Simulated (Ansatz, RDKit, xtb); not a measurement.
**C4H4N4: ranking a sample of isomers**

Which of a sample of isomers of C4H4N4 is the most stable in the gas at 298.15 K, and what are its properties? The sample is small against all isomers, and the most stable one of this formula need not be in it.

The funnel: GFN2-xTB relaxations, single points with a density functional, relaxations at B3LYP/def2-SVP, harmonic vibrations (at GFN2-xTB), and a last energy at a higher level. All values are calculated.

## Step 1: Drawing up candidates

Isomers were taken from a list of plausible structures; this is a sample, not all of them. That gives 4 candidates.

```tsv
label	SMILES	spin
c093	Cn1cnc(C#N)n1	singlet
c283	Cn1ncc(C#N)n1	singlet
c578	Cn1nncc1C#N	singlet
c984	N#Cc1n[nH]cc1N	singlet
```

Candidates are built by distance geometry, with a force field where one applies, in up to four conformers (letters a to d).

Q: Predict the outcome of this search (final energies at CCSD(T)/def2-SVP + MP2/def2-TZVPP - MP2/def2-SVP).

| quantity | value |
| --- | --- |
| lowest structure found | Cn1cnc(C#N)n1, singlet |
| next finalist | N#Cc1n[nH]cc1N, singlet, 3.6 kcal/mol higher in G |
| share at equilibrium, among the finalists | 99.8 % |

`Cn1cnc(C#N)n1` comes out lowest. The margin of 3.6 kcal/mol over the next finalist is beyond the usual error of the last level; it says nothing of structures that weren't ranked. GFN2-xTB, HF/STO-3G, r2SCAN-D4/def2-SVP, B3LYP/def2-SVP, HF/def2-SVP and MP2/def2-SVP already put its bonding pattern lowest among the structures in one piece. It still has an imaginary mode, so it is no strict minimum; a nearby shape lies a little lower. Lowest found is not proven lowest: the search is finite, and each finalist counts with one conformer. Only 4 drawn patterns were tried, so whole families of isomers are missing, and the result ranks this sample alone. The lowest isomer need not be the one that is made and kept in a bottle, which depends on barriers.
